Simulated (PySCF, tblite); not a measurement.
# C5H7FO2Si: geometry, infrared bands and NMR shifts

Aim: predict the infrared bands and NMR shifts of C5H7FO2Si (`O=C(O)C1=C[C@H]1[SiH2]CF`).

Computed with tblite 0.8.0 and PySCF 2.14.0, with density-fitted response routines of our own, on a single molecule in the gas phase. Atoms are numbered from 0 throughout.

**1. The starting structure**

16 atoms, charge 0, multiplicity 1; geometry from: force field or distance geometry start.

Bonds of the start (Å): O0–C1 1.20, C1–O2 1.36, C1–C3 1.43, C3–C4 1.31, C4–C5 1.44, C5–Si6 1.86, Si6–C7 1.85, C7–F8 1.36, C5–C3 1.45, O2–H9 0.97, C4–H10 1.06, C5–H11 1.08, Si6–H12 1.49, Si6–H13 1.49, C7–H14 1.10, C7–H15 1.09.

**2. Relaxing the molecule with GFN2-xTB**

The job: settings as JSON, then the geometry in Å.

```
{"job": {"kind": "relax", "xc": "GFN2-xTB", "basis": "xTB"}, "charge": 0, "multiplicity": 1}
O      1.853300     1.587000    -0.010500
C      2.074700     0.437600     0.275600
O      3.223200     0.044900     0.887500
C      1.196900    -0.664100     0.049900
C      0.823300    -1.918800     0.132600
C     -0.086800    -1.010400    -0.517700
Si    -1.585800    -0.394900     0.395300
C     -1.863800     1.415800     0.155300
F     -3.033800     1.771600     0.753000
H      3.723800     0.874000     0.993100
H      1.035100    -2.910300     0.438900
H     -0.138500    -1.032900    -1.592600
H     -2.760600    -1.176600    -0.077900
H     -1.438700    -0.706700     1.846000
H     -1.955500     1.676700    -0.906600
H     -1.074400     2.016100     0.602900
```

The run is started by

```bash
OMP_NUM_THREADS=1 python probes_run.py task.json out
```

This one command runs all jobs of the session in turn.

**Question.** This job is followed by: GFN2-xTB harmonic vibrations, gas phase; GIAO PBE0/pcSseg-1 NMR shielding, non-relativistic, gas phase. Predict these results of the whole session: strongest single infrared mode (GFN2-xTB); zero-point energy (GFN2-xTB); 13C shifts against TMS (PBE0/pcSseg-1); 1H shifts against TMS (PBE0/pcSseg-1); 17O shifts against H2O (PBE0/pcSseg-1); 29Si shifts against TMS (PBE0/pcSseg-1); 19F shifts against CFCl3 (PBE0/pcSseg-1).

The runs gave:

```
                                 quantity                                         value
strongest single infrared mode (GFN2-xTB)                         1106 cm⁻¹, 487 km/mol
             zero-point energy (GFN2-xTB)                                 65.7 kcal/mol
   13C shifts against TMS (PBE0/pcSseg-1)            165.4, 137.2, 120.0, 79.1, 7.5 ppm
    1H shifts against TMS (PBE0/pcSseg-1)  7.87, 6.43, 5.45, 5.19, 4.57, 3.69, 1.03 ppm
   17O shifts against H2O (PBE0/pcSseg-1)                              442.3, 213.5 ppm
  29Si shifts against TMS (PBE0/pcSseg-1)                                     -39.3 ppm
 19F shifts against CFCl3 (PBE0/pcSseg-1)                                    -301.3 ppm
```

Relaxing lowered the energy by 0.311 eV in 70 steps; the close pair that moved most is C3–C5, from 1.446 to 1.518 Å. All 42 modes are real, so the xTB geometry is a minimum. The strongest single mode, at 1106 cm⁻¹, is carried by O2, H9, C1. Unscaled tight-binding wavenumbers are off by several per cent, some by more. Its intensities can rank the bands wrongly. The most deshielded hydrogen is H10 (hydrogen on a β carbon of a C=C–C=O unit), at 7.87 ppm: olefinic region. At PBE0/pcSseg-1: The widest tensor belongs to O0: span 591 ppm, with a paramagnetic part of -511 ppm.
